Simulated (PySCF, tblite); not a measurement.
# C5H3F2O radical: geometry, infrared bands and EPR parameters

Wanted: the infrared bands and EPR parameters of C5H3F2O radical (`CO/C(F)=C1[C]=C\1F`), by calculation.

The runs use tblite 0.8.0 and PySCF 2.14.0, with density-fitted response routines of our own; the level of theory stands in each step. All values are computed, except where a source is named. Atoms count from 0, in the outputs and in this text.

### Step 1. The starting structure

11 atoms, charge 0, multiplicity 2; geometry from: force field or distance geometry start.

Bonds of the start (Å): C0–O1 1.39, O1–C2 1.39, C2–F3 1.35, C2–C4 1.31, C4–C5 1.46, C5–C6 1.33, C6–F7 1.37, C6–C4 1.46, C0–H8 1.11, C0–H9 1.10, C0–H10 1.13.

### Step 2. Geometry optimisation with GFN2-xTB

What the job is given:

```
{"job": {"kind": "relax", "xc": "GFN2-xTB", "basis": "xTB"}, "charge": 0, "multiplicity": 2}
C     -2.032600     0.298600    -0.814400
O     -0.729900     0.612800    -0.452500
C      0.070400    -0.076300     0.454900
F     -0.437300    -0.805000     1.468900
C      1.372700    -0.000600     0.305900
C      2.536000     0.497500    -0.427100
C      2.766200    -0.280700     0.626200
F      3.626400    -0.925600     1.478900
H     -2.413100     1.029000    -1.556000
H     -2.049800    -0.734300    -1.206100
H     -2.703700     0.387200     0.095500
```

The run is started by

```bash
> OMP_NUM_THREADS=1 python probes_run.py task.json out
```

The driver reads the jobs from task.json and runs them one after another.

**Question.** This job is followed by: GFN2-xTB harmonic vibrations, gas phase; UKS B3LYP, pcH-1 on C F H O, non-relativistic, mean-field spin-orbit, GIAO. What will the session give for the following? strongest single infrared mode (GFN2-xTB); zero-point energy (GFN2-xTB); g(iso) (B3LYP); ⟨S²⟩; largest a(iso) (averaged by class); surface potential, 1st and 99th percentile.

**Answer**, as computed:

```
                                 quantity                  value
strongest single infrared mode (GFN2-xTB)  1846 cm⁻¹, 324 km/mol
             zero-point energy (GFN2-xTB)          40.1 kcal/mol
                           g(iso) (B3LYP)                2.00408
                                     ⟨S²⟩     0.754 (exact 0.75)
       largest a(iso) (averaged by class)    19F on F3, 91.8 MHz
    surface potential, 1st and 99th percentile     -2.26 V and 1.50 V
```

Over 66 steps the energy fell by 0.695 eV; of the close pairs, C4–C6 changed most, 1.457 to 1.379 Å. The lowest mode is slightly imaginary (4i cm⁻¹), a soft motion within the noise of the Hessian, so the minimum is not strictly shown. The strongest single mode, at 1846 cm⁻¹, moves mainly C6 and C4. Unscaled tight-binding wavenumbers are off by several per cent, some by more. Its intensities can rank the bands wrongly. C2 carries the largest spin population, 0.51 e. The isotropic g lies 1.8 ppt above the free-electron value.
